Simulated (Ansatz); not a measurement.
Geometry optimisation, DFT PBEsol, scalar-relativistic, plane waves, PAW in Ansatz.

Input:

```yaml
crystal:
  lattice:
    - [5.048742, 0.0, 0.0]
    - [0.0, 5.048742, 0.0]
    - [0.0, 0.0, 16.1647]
  atoms:
    - { symbol: H, position: [0.42778688, 0.0, 0.0618632] }
    - { symbol: H, position: [0.07221316, 0.0, 0.0618632] }
    - { symbol: H, position: [0.92778692, 0.0, 0.0618632] }
    - { symbol: H, position: [0.5722132, 0.0, 0.0618632] }
    - { symbol: H, position: [0.42778688, 0.50000004, 0.0618632] }
    - { symbol: H, position: [0.07221316, 0.50000004, 0.0618632] }
    - { symbol: H, position: [0.92778692, 0.50000004, 0.0618632] }
    - { symbol: H, position: [0.5722132, 0.50000004, 0.0618632] }
    - { symbol: C, position: [0.25000002, 0.0, 0.10112777] }
    - { symbol: C, position: [0.75000006, 0.0, 0.10112777] }
    - { symbol: C, position: [0.25000002, 0.50000004, 0.10112777] }
    - { symbol: C, position: [0.75000006, 0.50000004, 0.10112777] }
    - { symbol: C, position: [0.25000002, 0.25000002, 0.15634067] }
    - { symbol: C, position: [0.75000006, 0.25000002, 0.15634067] }
    - { symbol: C, position: [0.25000002, 0.75000006, 0.15634067] }
    - { symbol: C, position: [0.75000006, 0.75000006, 0.15634067] }
    - { symbol: C, position: [0.0, 0.25000002, 0.21155357] }
    - { symbol: C, position: [0.50000004, 0.25000002, 0.21155357] }
    - { symbol: C, position: [0.0, 0.75000006, 0.21155357] }
    - { symbol: C, position: [0.50000004, 0.75000006, 0.21155357] }
    - { symbol: C, position: [0.0, 0.0, 0.26676647] }
    - { symbol: C, position: [0.50000004, 0.0, 0.26676647] }
    - { symbol: C, position: [0.0, 0.50000004, 0.26676647] }
    - { symbol: C, position: [0.50000004, 0.50000004, 0.26676647] }
    - { symbol: C, position: [0.25000002, 0.0969069, 0.31950485] }
    - { symbol: C, position: [0.75000006, 0.0969069, 0.31950485] }
    - { symbol: C, position: [0.25000002, 0.40309314, 0.2972341] }
    - { symbol: C, position: [0.75000006, 0.40309314, 0.2972341] }
    - { symbol: H, position: [0.8333334, 0.66666672, 0.30032726] }
    - { symbol: H, position: [1.08333342, 0.19896898, 0.34858055] }
basis:
  ecutwfc: 420.0
kpoints:
  mp_grid: { grid: [2, 2, 1] }
hamiltonian:
  xc: pbesol
  pseudopotentials: { kind: paw, azcp: { folder: soft_1 } }
scf:
  occupations: { method: gaussian, width: 0.02 }
  lower_state_search: "off"
relax:
  f_tol: 0.03
  max_steps: 60
  adjacent_minimum: "off"
  constraints: [{ sites: [0, 1, 2, 3, 4, 5, 6, 7, 8, 9, 10, 11, 12, 13, 14, 15] }]
output:
  write_density: true
  write_potential: true
  elf: true
  volumetric_format: npy
```

Launched with:

```bash
$ ansatz run input.yaml --threads 1 --pin off --max-ram 3072MiB --backend cpu --events-out ev --progress --plain --runs-dir out
```

Problem. Where does it end, and by what steps?

Solution. The run converged. Limits of this set-up: coarse k mesh, thin slab, slab without dipole correction, no dispersion correction for a molecule that may bind weakly, PAW files made for another functional. After 10 steps the energy has fallen by 10.771 eV; H29 moved furthest, 1.65 Å. Joined: C28–H29 (1.40 → 1.10 Å).

| step | energy less start (eV) | largest force component (eV/Å) | accepted |
| --- | --- | --- | --- |
| 0 | 0.0000 | 5.838 | yes |
| 1 | -3.3138 | 3.680 | yes |
| 2 | -5.6943 | 3.466 | yes |
| 3 | -7.2475 | 3.237 | yes |
| 4 | -8.3439 | 2.575 | yes |
| 5 | -9.2227 | 1.739 | yes |
| 6 | -9.8841 | 1.284 | yes |
| 7 | -10.3467 | 0.938 | yes |
| 8 | -10.6350 | 0.559 | yes |
| 9 | -10.7656 | 0.107 | yes |
| 10 | -10.7711 | 0.024 | yes |

```xyz
30
Lattice="5.0487 0.0000 0.0000 0.0000 5.0487 0.0000 0.0000 0.0000 16.1647" Properties=species:S:1:pos:R:3
H 2.160 0.000 1.000
H 0.365 0.000 1.000
H 4.684 0.000 1.000
H 2.889 0.000 1.000
H 2.160 2.524 1.000
H 0.365 2.524 1.000
H 4.684 2.524 1.000
H 2.889 2.524 1.000
C 1.262 0.000 1.635
C 3.787 0.000 1.635
C 1.262 2.524 1.635
C 3.787 2.524 1.635
C 1.262 1.262 2.527
C 3.787 1.262 2.527
C 1.262 3.787 2.527
C 3.787 3.787 2.527
C 0.000 1.262 3.348
C 2.524 1.262 3.348
C 0.000 3.786 3.486
C 2.524 3.786 3.486
C -0.014 0.070 4.329
C 2.538 0.069 4.329
C 0.013 2.454 4.328
C 2.511 2.454 4.328
C 1.262 0.470 5.143
C 3.787 0.478 5.025
C 1.262 2.046 5.024
C 3.787 2.054 5.142
H 3.786 2.460 6.167
H 6.311 0.065 6.168
```

Whether the end is a true minimum wasn't checked by a vibrational analysis.

Time of the run: 62 s on 1 thread of Intel(R) Xeon(R) Platinum 8488C (Sapphire Rapids), with other jobs on the host, peak memory 0.64 GiB.
